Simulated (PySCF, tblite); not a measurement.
# C₅H₉F₃SeSi: geometry, infrared bands and NMR shifts

Wanted: the infrared bands and NMR shifts of C₅H₉F₃SeSi (`C[Se][SiH2][C@@H](C)C(F)=C(F)F`), by calculation.

The runs use tblite 0.8.0 and PySCF 2.14.0, with density-fitted response routines of our own; the level of theory stands in each step. All values are computed, except where a source is named. Atoms are numbered from 0 throughout.

## (1) The starting structure

19 atoms, charge 0, multiplicity 1; geometry from: force field or distance geometry start.

Bonds of the start (Å): C0–Se1 1.97, Se1–Si2 2.25, Si2–C3 1.86, C3–C4 1.51, C3–C5 1.47, C5–F6 1.38, C5–C7 1.34, C7–F8 1.36, C7–F9 1.38, C0–H10 1.12, C0–H11 1.13, C0–H12 1.08, Si2–H13 1.47, Si2–H14 1.49, C3–H15 1.14, C4–H16 1.12, C4–H17 1.09, C4–H18 1.11.

## (2) Optimising the geometry with GFN2-xTB

What the job is given:

```
{"job": {"kind": "relax", "xc": "GFN2-xTB", "basis": "xTB"}, "charge": 0, "multiplicity": 1}
C      3.695500    -0.929000    -0.680800
Se     1.766200    -1.342500    -0.726200
Si     0.766100     0.309100     0.430800
C     -1.082700     0.175300     0.547100
C     -1.567300     1.490700     1.117000
C     -1.772100    -0.095400    -0.722600
F     -1.698700     0.757600    -1.805500
C     -2.513500    -1.189400    -0.927400
F     -3.139800    -1.423000    -2.114600
F     -2.666600    -2.117700     0.080100
H      3.869100    -0.047000    -1.341500
H      3.873000    -0.544100     0.364400
H      4.314800    -1.786300    -0.901300
H      1.295000     0.284700     1.805800
H      1.061500     1.635000    -0.181300
H     -1.361200    -0.633400     1.305600
H     -0.970500     1.687100     2.039100
H     -2.639800     1.506900     1.312700
H     -1.238800     2.270600     0.391200
```

Command:

```bash
OMP_NUM_THREADS=1 python probes_run.py task.json out
```

This one command runs all jobs of the session in turn.

**Question.** This job is followed by: GFN2-xTB harmonic vibrations, gas phase; GIAO PBE0/pcSseg-1 NMR shielding, non-relativistic, gas phase. What will the session give for the following? strongest single infrared mode (GFN2-xTB); zero-point energy (GFN2-xTB); 13C shifts against TMS (PBE0/pcSseg-1); 1H shifts against TMS (PBE0/pcSseg-1, means over atoms taken as alike); 77Se shifts against Me2Se (PBE0/pcSseg-1); 29Si shifts against TMS (PBE0/pcSseg-1); 19F shifts against CFCl3 (PBE0/pcSseg-1).

As calculated:

```
                                                              quantity                              value
                             strongest single infrared mode (GFN2-xTB)               674 cm⁻¹, 397 km/mol
                                          zero-point energy (GFN2-xTB)                      79.6 kcal/mol
                                13C shifts against TMS (PBE0/pcSseg-1)  166.0, 139.7, 23.0, 15.4, 7.7 ppm
1H shifts against TMS (PBE0/pcSseg-1, means over atoms taken as alike)   5.04, 4.79, 2.29, 1.93, 1.47 ppm
                             77Se shifts against Me2Se (PBE0/pcSseg-1)                           -371 ppm
                               29Si shifts against TMS (PBE0/pcSseg-1)                          -17.3 ppm
                              19F shifts against CFCl3 (PBE0/pcSseg-1)         -106.8, -125.8, -198.1 ppm
```

Over 114 steps the energy fell by 0.614 eV; of the close pairs, Si2–C3 changed most, 1.857 to 1.919 Å. All 51 modes are real, so the xTB geometry is a minimum. The strongest single mode, at 674 cm⁻¹, moves mainly H14 and H13. Unscaled tight-binding wavenumbers are off by several per cent, some by more. Its intensities can rank the bands wrongly. At PBE0/pcSseg-1: The widest tensor belongs to Se1: span 752 ppm, with a paramagnetic part of -874 ppm. Spin-orbit coupling is left out, which matters for shieldings and couplings at and beside the heavy atoms.
